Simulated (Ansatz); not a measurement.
The system is In3Se.

```
CELL_PARAMETERS angstrom
4.80376 0.00000 0.00000
0.00000 4.80376 0.00000
0.00000 0.00000 4.80376
ATOMIC_POSITIONS crystal
In 0.50000 0.50000 0.00000
In 0.50000 0.00000 0.50000
In 0.00000 0.50000 0.50000
Se 0.00000 0.00000 0.00000
```

The cell comes from a database or a generator and needn't be the stable form of this composition.

| Item | Value |
| --- | --- |
| Program | Ansatz 0.2.0 |
| Task | relaxation of cell and atoms |
| Functional | PBEsol |
| Dispersion | D3(BJ) |
| Potentials or basis | Ansatz PAW |
| Cutoff | 420 eV (not typed: the program's choice for these potentials) |
| k mesh | 6 × 6 × 6 |
| Occupations | fermi-dirac, width 0.05 eV |
| Spin | no spin polarisation |

At the start: volume 27.71 Å³/atom.

Q: How do energy, volume and symmetry change on relaxing?

A: It ends after 5 steps and the volume is 24.22 Å³/atom (-12.6 %); space group Pm-3m (No. 221, to 0.05 Å).

The path:
| step | energy change (eV) | largest force (eV/Å) | volume (Å³) |
| --- | --- | --- | --- |
| 1 | 0.0000 | 0.0000 | 110.85 |
| 2 | -0.2471 | 0.0000 | 97.44 |
| 3 | -0.2478 | 0.0000 | 96.69 |
| 4 | -0.2478 | 0.0000 | 96.87 |
| 5 | -0.2453 | 0.0000 | 96.87 |

Final structure:
```yaml
crystal:
  lattice:
    - [4.59268, 0.00000, 0.00000]
    - [0.00000, 4.59268, 0.00000]
    - [0.00000, 0.00000, 4.59268]
  atoms:
    - { symbol: In, position: [0.50000, 0.50000, 0.00000] }
    - { symbol: In, position: [0.50000, 0.00000, 0.50000] }
    - { symbol: In, position: [0.00000, 0.50000, 0.50000] }
    - { symbol: Se, position: [0.00000, 0.00000, 0.00000] }
```

Caveat: the plane-wave basis is chosen anew once the cell has moved, so the energies of steps on either side of that aren't comparable; pairwise dispersion overbinds metals, which lowers pressure and volume; the PAW data sets come from PBE, with cores solved anew for the run's functional, which leaves a small shift of forces and pressure.
